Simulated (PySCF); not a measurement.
# RuCl6−: ligand-field states, part 3 of 3

PySCF 2.14.0. Atoms count from 0.

## 8. Ligand-field states: state-averaged CASSCF (polar angle and twist at [49.1, 0]°)

Job settings and geometry (Å):

```
{"job": {"kind": "lf", "basis": {"metal": "x2c-TZVPall", "ligand": "x2c-SVPall"}, "nevpt": true, "reuse": true}, "charge": -1, "metal": "Ru", "open_shell": "d3"}
Ru     0.000000     0.000000     0.000000
Cl     1.719567     0.000000     1.489535
Cl    -0.859783     1.489188     1.489535
Cl    -0.859783    -1.489188     1.489535
Cl     1.719567     0.000000    -1.489535
Cl    -0.859783     1.489188    -1.489535
Cl    -0.859783    -1.489188    -1.489535
```

With the program's defaults for keys left out, this is: state-averaged CASSCF of the metal d shell, SC-NEVPT2 on the averaged canonical orbitals, state-interaction spin-orbit coupling.

The program printed:

```text
basis functions 171, electrons 147, active (3e, 5o)
start from the orbitals of the previous structure
stage 1: DIIS on the effective Fock matrix, level shift 0.30
cycle   1  E = -7290.2913521470  dE = -7.290e+03  max|g| = 3.666e+00
cycle   2  E = -7291.2614810460  dE = -9.701e-01  max|g| = 2.907e-01
cycle   3  E = -7291.7416164430  dE = -4.801e-01  max|g| = 6.370e-01
cycle   4  E = -7292.3963320483  dE = -6.547e-01  max|g| = 1.997e-01
cycle   5  E = -7292.4125482737  dE = -1.622e-02  max|g| = 1.705e-01
cycle   6  E = -7292.4286739370  dE = -1.613e-02  max|g| = 1.127e-01
cycle   7  E = -7292.4365417448  dE = -7.868e-03  max|g| = 3.108e-02
cycle   8  E = -7292.4374398648  dE = -8.981e-04  max|g| = 1.582e-02
cycle   9  E = -7292.4370397569  dE =  4.001e-04  max|g| = 2.974e-02
cycle  10  E = -7292.4367813498  dE =  2.584e-04  max|g| = 3.581e-02
cycle  11  E = -7292.4367307941  dE =  5.056e-05  max|g| = 3.941e-02
cycle  12  E = -7292.4366642368  dE =  6.656e-05  max|g| = 4.160e-02
cycle  13  E = -7292.4368044561  dE = -1.402e-04  max|g| = 3.969e-02
cycle  14  E = -7292.4375345004  dE = -7.300e-04  max|g| = 2.360e-02
cycle  15  E = -7292.4378247124  dE = -2.902e-04  max|g| = 1.300e-02
cycle  16  E = -7292.4379270578  dE = -1.023e-04  max|g| = 6.896e-03
cycle  17  E = -7292.4379679052  dE = -4.085e-05  max|g| = 4.664e-03
cycle  18  E = -7292.4379903349  dE = -2.243e-05  max|g| = 3.881e-03
cycle  19  E = -7292.4379918689  dE = -1.534e-06  max|g| = 3.999e-03
cycle  20  E = -7292.4379888111  dE =  3.058e-06  max|g| = 4.184e-03
cycle  21  E = -7292.4379871880  dE =  1.623e-06  max|g| = 4.322e-03
cycle  22  E = -7292.4379851275  dE =  2.060e-06  max|g| = 4.488e-03
cycle  23  E = -7292.4379847723  dE =  3.552e-07  max|g| = 4.577e-03
cycle  24  E = -7292.4379811511  dE =  3.621e-06  max|g| = 4.728e-03
cycle  25  E = -7292.4379794188  dE =  1.732e-06  max|g| = 4.814e-03
cycle  26  E = -7292.4379839142  dE = -4.495e-06  max|g| = 4.378e-03
stage 2: quasi-Newton rotations from the point of smallest gradient
cycle  29  E = -7292.4380067191  dE = -1.638e-05  max|g| = 3.310e-03
cycle  30  E = -7292.4380268501  dE = -2.013e-05  max|g| = 1.352e-03
cycle  31  E = -7292.4380308432  dE = -3.993e-06  max|g| = 8.021e-04
cycle  32  E = -7292.4380312113  dE = -3.681e-07  max|g| = 1.894e-04
cycle  33  E = -7292.4380312715  dE = -6.020e-08  max|g| = 6.871e-05
cycle  34  E = -7292.4380312838  dE = -1.225e-08  max|g| = 3.607e-05
cycle  35  E = -7292.4380312857  dE = -1.883e-09  max|g| = 8.384e-06
converged average energy = -7292.4380312857

 mult deg   label        CASSCF/cm-1   NEVPT2/cm-1
   2   2   2E'                 0.0           0.0
   4   1   4A2'            -4920.7        4306.8
   2   2   2E'              3046.3       11146.7
   2   1   2A1'             5483.7       13658.9
   2   1   2A2'             7425.6       14889.8
   4   1   4A2''           12296.0       23369.7
   4   1   4A1''           13767.2       23417.7
   4   2   4E''            14801.6       25221.8
   2   2   2E''            20607.3       25883.7
   2   2   2E''            23763.8       28892.5
   2   1   2A1''           22228.0       30110.1
   2   1   2A2''           21130.4       30698.8
   2   2   2E'             21315.5       31116.6
   2   1   2A1''           24954.4       33039.5
   2   1   2A2''           27018.2       33538.4
   2   2   2E''            26763.4       33662.2
   4   2   4E''            26750.2       38884.6
   2   2   2E''            31881.2       43396.5
   2   2   2E''            36964.0       44584.5
   2   1   2A2''           36680.6       44888.1
   4   1   4A2'            36897.8       45012.2
   2   1   2A1''           35919.1       45046.7
   2   2   2E''            40515.7       47753.4
   2   1   2A2'            43067.0       50499.0
   2   2   2E'             45907.0       50696.5
   4   2   4E'             40915.5       54386.7
   2   1   2A1'            49825.6       56026.6
   2   2   2E'             50354.5       59515.7
   2   1   2A1'            59743.2       59959.9
   2   2   2E'             53219.1       60396.9
   2   1   2A2'            54365.7       61072.9
   2   2   2E'             62917.7       64949.5
   2   2   2E''            76159.0       76761.5

spin-orbit levels / cm-1
      0.00  x2  2E' 1.00
   1158.01  x2  2E' 1.00
   4795.88  x2  4A2' 0.99
   4914.62  x2  4A2' 1.00
  11724.19  x2  2E' 1.00
  11751.15  x2  2E' 1.00
  14014.92  x2  2A1' 0.79 2A2' 0.19
  15831.96  x2  2A2' 0.80 2A1' 0.19
  23067.83  x2  4A2'' 0.51 4A1'' 0.49
  23681.17  x2  4A2'' 0.53 4A1'' 0.46
  24341.26  x2  4A1'' 0.53 4A2'' 0.46
  25040.35  x2  4A1'' 0.51 4A2'' 0.49
  25503.34  x2  4E'' 0.75 2E'' 0.22
  25592.69  x2  4E'' 1.00
  25783.08  x2  4E'' 0.94
  26153.61  x2  4E'' 1.00
  26166.91  x2  2E'' 0.78 4E'' 0.22
  27001.67  x2  2E'' 0.96
  29472.27  x2  2E'' 0.96
  29688.28  x2  2E'' 0.94 4E'' 0.04
  30340.81  x2  2A1'' 0.70 2A2'' 0.29
  31129.02  x2  2E' 0.98
  31763.92  x2  2A2'' 0.69 2A1'' 0.29
  32290.34  x2  2E' 0.99
  33698.14  x2  2A1'' 0.94 2A2'' 0.04
  34216.06  x2  2A2'' 0.95 2A1'' 0.04
  34317.14  x2  2E'' 0.97
  34371.14  x2  2E'' 0.98
  39203.36  x2  4E'' 1.00
  39320.10  x2  4E'' 0.97
```

Wall time 27 s (1 thread of Arm Neoverse V2, shared host); peak memory 0.5 GiB.

Warnings kept with the result: an active orbital is not mainly the metal shell.

An active orbital is only 53 % metal, under the run's own bar for a metal shell, so levels, ζ, ground spin and magnetism of this run may not be those of the metal's shell and are not read here.

## 9. What came out

This closing draws on all 3 parts.

| quantity | value |
| --- | --- |
| ligand-field states | no level gives a usable value |

**Reading.** Steps 2, 3, 4, 5, 6, 7, 8 are set aside: its active space failed the test for the metal's shell.
